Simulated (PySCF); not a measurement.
# C2H8GeO (GeH2Me(OMe)): the cost of one run

Computed with PySCF 2.14.0, with density-fitted response routines of our own, on a single molecule in the gas phase. Atoms count from 0, in the outputs and in this text.

### Step 1. Starting geometry

12 atoms, charge 0, multiplicity 1; geometry from: GFN2-xTB. The atoms were then displaced at random by about 0.03 Å, so the start is not that level's minimum.

Bonds of the start (Å): Ge0–H1 1.50, Ge0–H2 1.41, Ge0–C3 2.01, Ge0–O7 1.71, C3–H4 1.03, C3–H5 1.19, C3–H6 1.08, O7–C8 1.41, C8–H9 1.11, C8–H10 1.13, C8–H11 1.06.

### Step 2. Geometry optimisation at PBE0-D3(BJ)/def2-SVP

What the job is given:

```
{"job": {"xc": "PBE0", "basis": "def2-SVP", "d3": "d3bj", "grid": 1, "maxiter": 40, "shake": 0.03, "kind": "geom"}, "charge": 0, "multiplicity": 1}
Ge     0.550970     0.532850     0.331410
H      0.524640     0.596130     1.828260
H      1.863700     0.545310    -0.194910
C     -0.513270     2.022840    -0.488850
H     -0.273560     2.984960    -0.226160
H     -1.655040     1.916730    -0.159830
H     -0.560320     1.931320    -1.561670
O     -0.289760    -0.842480    -0.225450
C      0.049060    -2.159170     0.156440
H      1.054370    -2.400270    -0.234260
H     -0.678540    -2.852850    -0.369400
H      0.043220    -2.358110     1.195420
```

The run is started by

```sh
$ OMP_NUM_THREADS=1 python probes_run.py task.json out
```

This one command runs all jobs of the session in turn.

Q: Estimate the wall time and peak memory of this first job on 1 thread of Intel Xeon at 2.50GHz, shared host.

About 74 s, with a peak of 0.45 GiB.
